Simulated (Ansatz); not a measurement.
# F3GeH3Si: a ladder of functionals and wavefunction methods

How much do the methods differ for F3GeH3Si? The plan is to run it at one geometry with functionals of several rungs and with coupled cluster. The yardstick is the atomisation energy at the CCSD(T) limit.

The runs use Ansatz 0.2.0, Gaussian basis; functionals in def2-TZVPP, the program's frozen cores in correlated methods.

Plan: LDA (SPW92), PBE-D4, revPBE-D4, BLYP-D4, r2SCAN-D4, B97M-V, PBE0-D4, B3LYP-D4, r2SCANh-D4, r2SCAN0-D4, HSE06-D4, BHLYP-D4, CAM-B3LYP-D4, LC-ωPBE, ωB97X-V, ωB97M-V, B2PLYP, PBE-QIDH; CCSD(T)/def2-SVP; CCSD(T)/def2-TZVPP; MP2/def2-QZVPP; extrapolation to the limit; RPA on PBE.

### Step 1. Structure used throughout

An earlier PBE0-D4 in a triple-zeta def2 set relaxation fixed the geometry.

8 atoms, charge 0, spin multiplicity 1.

Atoms are counted from 1 here; the program's logs count them from 0.

Bond lengths: F1–Si2 1.581 Å, Si2–F3 1.581 Å, Si2–F4 1.581 Å, Si2–Ge5 2.364 Å, Ge5–H6 1.533 Å, Ge5–H7 1.533 Å, Ge5–H8 1.533 Å. Angles: F1–Si2–F3 107.0°, F1–Si2–F4 107.0°, F1–Si2–Ge5 111.9°, F3–Si2–F4 107.0°, F3–Si2–Ge5 111.9°, F4–Si2–Ge5 111.9°, Si2–Ge5–H6 109.1°, Si2–Ge5–H7 109.1°, Si2–Ge5–H8 109.1°, H6–Ge5–H7 109.8°, H6–Ge5–H8 109.9°, H7–Ge5–H8 109.8°.

### Step 2. LDA

This LDA is Slater exchange with PW92 correlation.

Input file in.yaml:

```yaml
crystal:
  periodic: [false, false, false]
  atoms:
    - {symbol: F, position_ang: [1.798406, -0.601907, 1.268659]}
    - {symbol: Si, position_ang: [0.575256, -0.950491, 0.329259]}
    - {symbol: F, position_ang: [-0.359359, -1.938631, 1.135502]}
    - {symbol: F, position_ang: [1.152933, -1.760466, -0.899669]}
    - {symbol: Ge, position_ang: [-0.584346, 0.989956, -0.362396]}
    - {symbol: H, position_ang: [-1.100226, 1.733465, 0.874669]}
    - {symbol: H, position_ang: [-1.763232, 0.579465, -1.251789]}
    - {symbol: H, position_ang: [0.372568, 1.891610, -1.150135]}
basis:
  gaussian: {orbitals: def2-TZVPP}
hamiltonian: {xc: lda}
output: {orbitals: {seedname: orbitals}}
```

The runs that follow: PBE-D4 (GGA); revPBE-D4 (GGA); BLYP-D4 (GGA); r2SCAN-D4 (meta-GGA); B97M-V (meta-GGA); PBE0-D4 (hybrid); B3LYP-D4 (hybrid); r2SCANh-D4 (hybrid); r2SCAN0-D4 (hybrid); HSE06-D4 (hybrid); BHLYP-D4 (hybrid); CAM-B3LYP-D4 (range-separated); LC-ωPBE-D4 (range-separated); ωB97X-V (range-separated); ωB97M-V (range-separated); B2PLYP (double hybrid); PBE-QIDH (double hybrid); CCSD(T) in def2-SVP; CCSD(T) in def2-TZVPP; MP2 in def2-QZVPP; RPA on PBE orbitals.

Q: Predict the results of all the runs planned. Wanted: atomisation energy, CCSD(T)/CBS; farthest beyond LDA; mean size of error, GGA; mean size of error, meta-GGA; mean size of error, hybrid; mean size of error, range-separated; mean size of error, double hybrid; gap, smallest and largest; T1 diagnostic.

As calculated:

| quantity | value |
| --- | --- |
| atomisation energy, CCSD(T)/CBS | 30.273 eV |
| functionals within 0.303 eV (1.0 %) | PBE-D4, r2SCAN-D4, B97M-V, CAM-B3LYP-D4, ωB97X-V |
| farthest beyond LDA | BHLYP-D4 (-1.436 eV) |
| mean size of error, GGA | 0.661 eV |
| mean size of error, meta-GGA | 0.135 eV |
| mean size of error, hybrid | 0.845 eV |
| mean size of error, range-separated | 0.297 eV |
| mean size of error, double hybrid | 0.664 eV |
| gap, smallest and largest | 7.03 eV (LDA (SPW92)), 14.09 eV (LC-ωPBE) |
| T1 diagnostic | 0.0124 |
| triples share of the correlation energy | 2.9 % |

**Reading.** The LDA atomisation energy is off by 3.939 eV (13 %): it overbinds. PBE-D4 misses by -0.248 eV. Double hybrids carry the basis error of their MP2 part in triple zeta, and no dispersion term here, so their miss is partly the set-up's. The rungs meta-GGA, range-separated miss on average by less than the doubt on the reference (0.303 eV), so they tie. The reference freezes the cores and leaves out relativity and excitations past (T), and its outer-core shells are covered unevenly, so misses under about 0.303 eV can't be ranked. Hartree-Fock recovers 74 % of the binding; the rest is correlation. CCSD(T) in def2-SVP is off by -2.808 eV, which most functionals beat. The gap grows from 7.0 to 14.1 eV across the functionals, mostly with the share of exact exchange. Correlated methods include outer-core shells of Ge, which these sets cover unevenly.
